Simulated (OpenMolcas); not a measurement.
# C2F5 (pentafluoroethyl) at 6 levels

We compute a comparison of 6 runs (UHF/3-21G, UHF/cc-pVDZ, UB3LYP/6-31G*, UB3LYP/cc-pVDZ, UM06-2X/cc-pVDZ) of C2F5 (pentafluoroethyl). 

The calculation is run with OpenMolcas 26.06.

## (1) The structure to begin with

C2F5 has 7 atoms, charge 0, and is taken as a doublet. As SMILES, `F[C](F)C(F)(F)F`. Geometry: relaxed at PBE0-D4/def2-TZVP.

Bond lengths: F1–C2 1.312 Å, C2–F3 1.312 Å, C2–C4 1.514 Å, C4–F5 1.327 Å, C4–F6 1.327 Å, C4–F7 1.338 Å. Angles: F1–C2–F3 112.2°, F1–C2–C4 114.4°, F3–C2–C4 114.4°, C2–C4–F5 109.8°, C2–C4–F6 109.7°, C2–C4–F7 111.6°, F5–C4–F6 109.4°, F5–C4–F7 108.1°, F6–C4–F7 108.1°.

## (2) Energy and gradient at UHF/3-21G (run 1)

job.input

```
* C2F5 Hartree-Fock

&GATEWAY
 BasLib=$CurrDir
 Coord
 7
 angstrom
 F        1.561030      -0.846020       0.512950
 C        0.322010      -0.468420       0.723150
 F       -0.464130      -1.481230       1.002660
 C       -0.228340       0.480800      -0.320510
 F        0.577960       1.527090      -0.444820
 F       -1.434800       0.896110       0.043240
 F       -0.333720      -0.108340      -1.516660
 Basis=3-21G
 Group=NoSym

&SEWARD

&SCF
 UHF
 Spin=2
 Thresholds=1e-10 1e-07 1e-07 1e-05
 PrOrbitals=1 1

&ALASKA
```

The basis set 3-21G is read from a file made from the Basis Set Exchange's data (not shown).

Command:

```sh
$ export MOLCAS_MEM=1860
$ pymolcas job.input > job.log
```

Standard output:

```text
--- Start Module: gateway ---
[...]
--- Stop Module: gateway /rc=_RC_ALL_IS_WELL_ ---
[...]
      Basis functions           63
[...]
--- Start Module: scf ---
[...]
       Convergence after  16 Iterations
[...]
::    Total SCF energy                               -569.7720296538
[...]
      Total spin, S                                     0.5029104706
[...]
      Total electronic charge=   57.000000
      Total            charge=   -0.000000
[...]
      Dipole Moment (debye):
      Origin of the operator (angstrom)=   -0.0055   -0.0007   -0.0237
                   X=  1.2641E-01               Y=  1.5846E-01               Z=  7.2496E-01           Total=  7.5277E-01
      Quadrupole Moment (debye*angstrom):
[...]
--- Stop Module: scf /rc=_RC_ALL_IS_WELL_ ---
[...]
--- Start Module: alaska ---
[...]
 *              Molecular gradients               *
 **************************************************
  Irreducible representation: a
 ------------------------------------------------------------------------------------------
                              X                       Y                       Z
 ------------------------------------------------------------------------------------------
  F1               -2.57562121354624E-02    4.96554674292682E-03    4.36049632790114E-03
  C2                1.22667966555275E-02   -3.15973908100808E-02    9.81952507802397E-03
  F3                1.79031633651174E-02    1.86738800498176E-02   -6.21052065774386E-03
  C4               -8.22830856746659E-03    1.73281612574906E-02   -1.16048235977950E-02
  F5               -9.57786479909473E-03   -1.09278145803273E-02   -8.42218136956063E-05
  F6                1.28728647641516E-02   -3.90990230607002E-03   -5.50818998755265E-03
  F7                5.19560717215928E-04    5.46751964635561E-03    9.22773465087445E-03
 ------------------------------------------------------------------------------------------
--- Stop Module: alaska /rc=_RC_ALL_IS_WELL_ ---
[...]
```

Wall time 5.1 s (1 thread of Intel Xeon Platinum 8259CL at 2.50GHz (Skylake/Cascade Lake), shared host); peak memory 0.4 GiB.

## (3) Energy and gradient at UHF/cc-pVDZ (run 2)

job.inp

```
* C2F5 Hartree-Fock
&gateway
baslib=$CurrDir
coord
7
angstrom
F        1.561030      -0.846020       0.512950
C        0.322010      -0.468420       0.723150
F       -0.464130      -1.481230       1.002660
C       -0.228340       0.480800      -0.320510
F        0.577960       1.527090      -0.444820
F       -1.434800       0.896110       0.043240
F       -0.333720      -0.108340      -1.516660
basis=cc-pVDZ
group=NoSym
&seward
&scf
uhf
spin=2
thresholds=1e-10 1e-07 1e-07 1e-05
prorbitals=1 2
&alaska
```

The basis set cc-pVDZ is read from a file made from the Basis Set Exchange's data (not shown).

Command:

```sh
$ export MOLCAS_MEM=1860
$ pymolcas job.inp > job.log
```

Standard output:

```text
--- Start Module: gateway ---
[...]
--- Stop Module: gateway /rc=_RC_ALL_IS_WELL_ ---
[...]
      Basis functions           98
[...]
--- Start Module: scf ---
[...]
       Convergence after  17 Iterations
[...]
::    Total SCF energy                               -572.9059279593
[...]
      Total spin, S                                     0.5031215022
[...]
      Total electronic charge=   57.000000
      Total            charge=   -0.000000
[...]
      Dipole Moment (debye):
      Origin of the operator (angstrom)=   -0.0055   -0.0007   -0.0237
                   X=  1.2297E-01               Y=  1.1261E-01               Z=  6.5160E-01           Total=  6.7259E-01
      Quadrupole Moment (debye*angstrom):
[...]
--- Stop Module: scf /rc=_RC_ALL_IS_WELL_ ---
[...]
--- Start Module: alaska ---
[...]
 *              Molecular gradients               *
 **************************************************
  Irreducible representation: a
 ------------------------------------------------------------------------------------------
                              X                       Y                       Z
 ------------------------------------------------------------------------------------------
  F1                1.01628116165635E-02   -2.12005705360241E-03    3.73506387516542E-04
  C2               -8.83188983136662E-04    2.37036129707779E-03   -5.22858342939969E-04
  F3               -6.10359371289881E-03   -7.21024598930242E-03    4.29187231436146E-03
  C4                3.46224186862970E-03   -2.31216231363884E-03    1.12220217686865E-02
  F5                1.21221262381876E-02    1.41191140344041E-02   -1.88540720209085E-03
  F6               -1.72616536125254E-02    4.88540911255519E-03    5.25800103345286E-03
  F7               -1.49874341477707E-03   -9.73241908765310E-03   -1.87371359591211E-02
 ------------------------------------------------------------------------------------------
--- Stop Module: alaska /rc=_RC_ALL_IS_WELL_ ---
[...]
```

It took 18 s on 1 thread of Intel Xeon Platinum 8259CL at 2.50GHz (Skylake/Cascade Lake), shared host; peak memory 0.54 GiB.

Runs 3 to 5 aren't shown in full; the table further down has their settings and results.

## (4) Energy and gradient at UB3LYP/6-31G(d) (Cartesian functions) (run 6)

calc.inp

```
>>> EXPORT MOLCAS_PRINT=2
&gateway
baslib=$CurrDir
coord
7
angstrom
F        1.561030      -0.846020       0.512950
C        0.322010      -0.468420       0.723150
F       -0.464130      -1.481230       1.002660
C       -0.228340       0.480800      -0.320510
F        0.577960       1.527090      -0.444820
F       -1.434800       0.896110       0.043240
F       -0.333720      -0.108340      -1.516660
basis=6-31Gs
group=NoSym
&seward
gridinput
Grid=UltraFine
End of Grid
&scf
uhf
spin=2
ksdft=B3LYP
thresholds=1e-10 1e-07 1e-07 1e-05
prorbitals=1 2
&alaska
```

The basis set 6-31G* is read from a file made from the Basis Set Exchange's data (not shown).

Command:

```sh
$ export MOLCAS_MEM=1860
$ pymolcas calc.inp > calc.log
```

Standard output:

```text
--- Start Module: gateway ---
[...]
--- Stop Module: gateway /rc=_RC_ALL_IS_WELL_ ---
[...]
      Basis functions          105
[...]
--- Start Module: scf ---
[...]
       Convergence after  15 Iterations
[...]
::    Total KS-DFT energy                            -575.3372740545
[...]
      Total spin, S                                     0.5010395528
[...]
      Total electronic charge=   57.000000
      Total            charge=   -0.000000
[...]
      Dipole Moment (debye):
      Origin of the operator (angstrom)=   -0.0055   -0.0007   -0.0237
                   X=  1.2789E-01               Y= -1.1913E-01               Z=  3.7206E-01           Total=  4.1107E-01
      Quadrupole Moment (debye*angstrom):
[...]
--- Stop Module: scf /rc=_RC_ALL_IS_WELL_ ---
[...]
--- Start Module: alaska ---
[...]
 *              Molecular gradients               *
 **************************************************
  Irreducible representation: a
 ------------------------------------------------------------------------------------------
                              X                       Y                       Z
 ------------------------------------------------------------------------------------------
  F1               -1.52134690008303E-02    3.75527683228682E-03    2.92493403141769E-03
  C2                4.22422455897142E-03   -1.47448005171302E-02   -1.59702934914741E-03
  F3                1.02715327615961E-02    1.17600730946386E-02   -3.25167953260674E-03
  C4               -4.01053406923296E-03    7.85370891401571E-03   -6.44331118309416E-03
  F5               -8.61174345089921E-03   -1.04342407935292E-02    8.88952109923569E-04
  F6                1.23102894015794E-02   -3.89655709173553E-03   -4.16515091789993E-03
  F7                1.02969979864875E-03    5.70653956156697E-03    1.16432848414476E-02
 ------------------------------------------------------------------------------------------
--- Stop Module: alaska /rc=_RC_ALL_IS_WELL_ ---
[...]
```

Wall time 73 s (1 thread of Intel Xeon Platinum 8259CL at 2.50GHz (Skylake/Cascade Lake), shared host); peak memory 0.6 GiB.

## (5) The series

| run | level | integration grid | task | energy (Eh) | dipole moment (D) | HOMO energy (eV) | LUMO energy (eV) | wall time |
| --- | --- | --- | --- | --- | --- | --- | --- | --- |
| 1 | UHF/3-21G | – | gradient | -569.772030 | 0.75 | -12.62 | 2.26 | 5.1 s |
| 2 | UHF/cc-pVDZ | – | gradient | -572.905928 | 0.67 | -12.58 | 2.56 | 18 s |
| 3 | UB3LYP/6-31G* (spherical functions) | UltraFine | gradient | -575.331301 | 0.41 | -6.87 | -2.48 | 65 s |
| 4 | UB3LYP/cc-pVDZ | UltraFine | gradient | -575.375660 | 0.43 | -7.04 | -2.69 | 71 s |
| 5 | UM06-2X/cc-pVDZ | UltraFine | energy | -575.205003 | 0.50 | -8.90 | -1.23 | 83 s |
| 6 | UB3LYP/6-31G* (Cartesian functions) | UltraFine | gradient | -575.337274 | 0.41 | -6.88 | -2.49 | 73 s |

## (6) Outcome

| quantity | value |
| --- | --- |
| run 6: total energy | -575.33727 Eh |
| run 6: dipole moment | 0.41 D |
| run 6: HOMO energy (highest over α and β) | -6.88 eV |
| run 6: LUMO energy (lowest over α and β) | -2.49 eV |
| run 6: ⟨S²⟩ | 0.752 |
| run 6: largest force on an atom | 0.820 eV/Å |

What this shows: The dipole moment (its size) runs from 0.41 D (UB3LYP/6-31G*) to 0.75 D (UHF/3-21G). The two ends differ in method and basis. Totals of different functionals can't be ranked against each other. All runs together took 5.3 min, the longest 83 s.
